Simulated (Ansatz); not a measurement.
# C2H8Si2: a ladder of functionals and wavefunction methods

An exercise on one series of results from a longer session: the logs are not shown, and one member is left open.

Method: functionals in def2-TZVPP, the program's frozen cores in correlated methods; program: Ansatz 0.2.0, Gaussian basis.

Levels to be run: LDA (SPW92), PBE-D4, revPBE-D4, BLYP-D4, r2SCAN-D4, B97M-V, PBE0-D4, B3LYP-D4, r2SCANh-D4, r2SCAN0-D4, HSE06-D4, BHLYP-D4, CAM-B3LYP-D4, LC-ωPBE, ωB97X-V, ωB97M-V, B2PLYP, PBE-QIDH; CCSD(T)/def2-SVP; CCSD(T)/def2-TZVPP; MP2/def2-QZVPP; extrapolation to the limit; RPA on PBE.

## The geometry

The geometry comes from an earlier relaxation with PBE0-D4 in a triple-zeta def2 set; it is a stationary point, not always the lowest conformer.

12 atoms, charge 0, spin multiplicity 1.

Atoms are counted from 1 here; the program's logs count them from 0.

Bond lengths: C1–Si2 1.893 Å, C1–Si4 1.893 Å, C1–H5 1.089 Å, C1–H6 1.094 Å, Si2–C3 1.893 Å, Si2–H7 1.490 Å, Si2–H8 1.488 Å, C3–Si4 1.893 Å, C3–H9 1.094 Å, C3–H10 1.089 Å, Si4–H11 1.488 Å, Si4–H12 1.490 Å. Angles: Si2–C1–Si4 86.7°, Si2–C1–H5 118.5°, Si2–C1–H6 111.5°, Si4–C1–H5 118.5°, Si4–C1–H6 111.5°, H5–C1–H6 108.7°, C1–Si2–C3 91.4°, C1–Si2–H7 116.2°, C1–Si2–H8 111.9°, C3–Si2–H7 116.2°, C3–Si2–H8 111.9°, H7–Si2–H8 108.6°, Si2–C3–Si4 86.7°, Si2–C3–H9 111.5°, Si2–C3–H10 118.5°, Si4–C3–H9 111.5°, Si4–C3–H10 118.5°, H9–C3–H10 108.7° and more.

Set-up of the first run:

File in.yaml:

```yaml
crystal:
  periodic: [false, false, false]
  atoms:
    - {symbol: C, position_ang: [-0.418379, 0.251813, -1.264697]}
    - {symbol: Si, position_ang: [1.244276, 0.183888, -0.362567]}
    - {symbol: C, position_ang: [0.380936, -0.003346, 1.311484]}
    - {symbol: Si, position_ang: [-1.190625, -0.402389, 0.334845]}
    - {symbol: H, position_ang: [-0.539413, -0.330433, -2.176733]}
    - {symbol: H, position_ang: [-0.723760, 1.282875, -1.464110]}
    - {symbol: H, position_ang: [2.125500, 1.374762, -0.518040]}
    - {symbol: H, position_ang: [2.021598, -1.032861, -0.724301]}
    - {symbol: H, position_ang: [0.297837, 0.956803, 1.828524]}
    - {symbol: H, position_ang: [0.760301, -0.745235, 2.012301]}
    - {symbol: H, position_ang: [-1.444820, -1.867499, 0.268554]}
    - {symbol: H, position_ang: [-2.436550, 0.276322, 0.788641]}
basis:
  gaussian: {orbitals: def2-TZVPP}
hamiltonian: {xc: lda}
output: {orbitals: {seedname: orbitals}}
```

Steps of the session up to this table: LDA; PBE-D4 (GGA); revPBE-D4 (GGA); BLYP-D4 (GGA); r2SCAN-D4 (meta-GGA); B97M-V (meta-GGA); PBE0-D4 (hybrid); B3LYP-D4 (hybrid); r2SCANh-D4 (hybrid); r2SCAN0-D4 (hybrid); HSE06-D4 (hybrid); BHLYP-D4 (hybrid); CAM-B3LYP-D4 (range-separated); LC-ωPBE-D4 (range-separated; the results give it without D4); ωB97X-V (range-separated); ωB97M-V (range-separated); B2PLYP (double hybrid); PBE-QIDH (double hybrid).

One of the session's tables, all rows but one given; the rest of the session is left out.

It belongs to the step «Frontier levels by functional». 

| functional | HOMO (eV) | gap (eV) |
| --- | --- | --- |
| LDA (SPW92) | -6.64 | 5.63 |
| PBE-D4 | -6.55 | 5.75 |
| revPBE-D4 | -6.51 | 5.80 |
| BLYP-D4 | -6.42 | 5.76 |
| r2SCAN-D4 | ? | ? |
| B97M-V | -6.91 | 6.27 |
| PBE0-D4 | -7.72 | 7.72 |
| B3LYP-D4 | -7.52 | 7.32 |
| r2SCANh-D4 | -7.22 | 7.08 |
| r2SCAN0-D4 | -7.88 | 8.12 |
| HSE06-D4 | -7.32 | 6.96 |
| BHLYP-D4 | -8.81 | 9.61 |
| CAM-B3LYP-D4 | -9.03 | 9.96 |
| LC-ωPBE | -10.37 | 12.43 |
| ωB97X-V | -10.02 | 11.93 |
| ωB97M-V | -9.87 | 11.42 |

**Question.** Estimate the row for r2SCAN-D4.

Worked estimate for «HOMO (eV)». Against the share of exact exchange, r2SCANh-D4 (0.1, -7.22), r2SCAN0-D4 (0.25, -7.88) give a slope of -4.40 per unit share; at 0 the line stands at -6.78.

**Answer.** HOMO (eV): -6.78; gap (eV): 6.38. In «HOMO (eV)» the line misses by 0.00.
